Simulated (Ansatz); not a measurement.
# C2H7Al2Cl: one species, many methods

The task here is to estimate one member of a computed series from the others.

Computed with Ansatz 0.2.0, Gaussian basis. Level: functionals in def2-TZVPP, the program's frozen cores in correlated methods.

Levels to be run: PBE-D4, r2SCAN-D4, PBE0-D4, B3LYP-D4, ωB97X-V, ωB97M-V, B2PLYP; CCSD(T)/def2-TZVPP; MP2/def2-QZVPP; extrapolation to the limit.

## The relaxed structure

An earlier PBE0-D4 in a triple-zeta def2 set relaxation fixed the geometry.

12 atoms, charge 0, spin multiplicity 1.

Atoms are counted from 1 here; the program's logs count them from 0.

Bond lengths: Al1–C2 1.933 Å, Al1–Al3 2.571 Å, Al1–Cl5 2.401 Å, Al1–H6 1.732 Å, Al1–H7 1.578 Å, C2–Al3 1.971 Å, C2–H8 1.090 Å, C2–H9 1.096 Å, Al3–C4 2.026 Å, Al3–H6 1.880 Å, Al3–H10 1.586 Å, C4–Cl5 1.840 Å, C4–H11 1.091 Å, C4–H12 1.090 Å. Angles: C2–Al1–Al3 49.4°, C2–Al1–Cl5 98.2°, C2–Al1–H6 91.6°, C2–Al1–H7 143.6°, Al3–Al1–Cl5 76.1°, Al3–Al1–H6 47.0°, Al3–Al1–H7 162.9°, Cl5–Al1–H6 86.2°, Cl5–Al1–H7 106.5°, H6–Al1–H7 115.9°, Al1–C2–Al3 82.4°, Al1–C2–H8 119.8°, Al1–C2–H9 111.5°, Al3–C2–H8 119.7°, Al3–C2–H9 112.1°, H8–C2–H9 109.2°, Al1–Al3–C2 48.2°, Al1–Al3–C4 84.8° and more.

Set-up of the first run:

in.yaml

```yaml
crystal:
  periodic: [false, false, false]
  atoms:
    - {symbol: Al, position_ang: [-1.024928, 0.923466, -0.835238]}
    - {symbol: C, position_ang: [-1.322215, -0.883418, -0.216218]}
    - {symbol: Al, position_ang: [0.646211, -0.951085, -0.284378]}
    - {symbol: C, position_ang: [1.297407, 0.307020, 1.164130]}
    - {symbol: Cl, position_ang: [0.159066, 1.750732, 1.082193]}
    - {symbol: H, position_ang: [0.529811, 0.501866, -1.471080]}
    - {symbol: H, position_ang: [-1.727176, 2.170465, -1.500898]}
    - {symbol: H, position_ang: [-1.836315, -1.055052, 0.729840]}
    - {symbol: H, position_ang: [-1.782999, -1.503464, -0.993388]}
    - {symbol: H, position_ang: [1.654525, -2.027065, -0.869365]}
    - {symbol: H, position_ang: [1.200336, -0.041235, 2.193361]}
    - {symbol: H, position_ang: [2.283376, 0.752670, 1.034841]}
basis:
  gaussian: {orbitals: def2-TZVPP}
hamiltonian: {xc: pbe, dispersion: d4}
output: {forces: true, orbitals: {seedname: orbitals}}
```

On the command line:

```console
$ ansatz run in.yaml --threads 4 --pin off --events-out ev --progress --plain --max-ram 10444MiB
```

Steps of the session up to this table: PBE-D4 (GGA); r2SCAN-D4 (meta-GGA); PBE0-D4 (hybrid); B3LYP-D4 (hybrid); ωB97X-V (range-separated); ωB97M-V (range-separated); B2PLYP (double hybrid); CCSD(T) in def2-TZVPP; MP2 in def2-QZVPP.

One table of the session follows, with a row left open; its other results are not shown here.

```
            method  atomisation energy (eV)
            PBE-D4                   40.115
         r2SCAN-D4                   40.138
           PBE0-D4                   39.825
          B3LYP-D4                   39.596
           ωB97X-V                   40.017
           ωB97M-V                   40.024
            B2PLYP                   39.157
     HF/def2-TZVPP                   29.730
    MP2/def2-TZVPP                   39.271
   CCSD/def2-TZVPP                        ?
CCSD(T)/def2-TZVPP                   38.906
           MP2/CBS                   40.278
       CCSD(T)/CBS                   39.914
```

**Question.** Estimate the row for CCSD/def2-TZVPP.

**Answer.** atomisation energy (eV): 38.347. In the column «atomisation energy (eV)» it lies between HF/def2-TZVPP (29.730) and CCSD(T)/def2-TZVPP (38.906).

Caveats from the session: Free atoms (2 Al, 2 C, 1 Cl, 7 H) were run apart at each level; the atomisation energy is their sum less the molecule, without zero-point or spin-orbit terms.
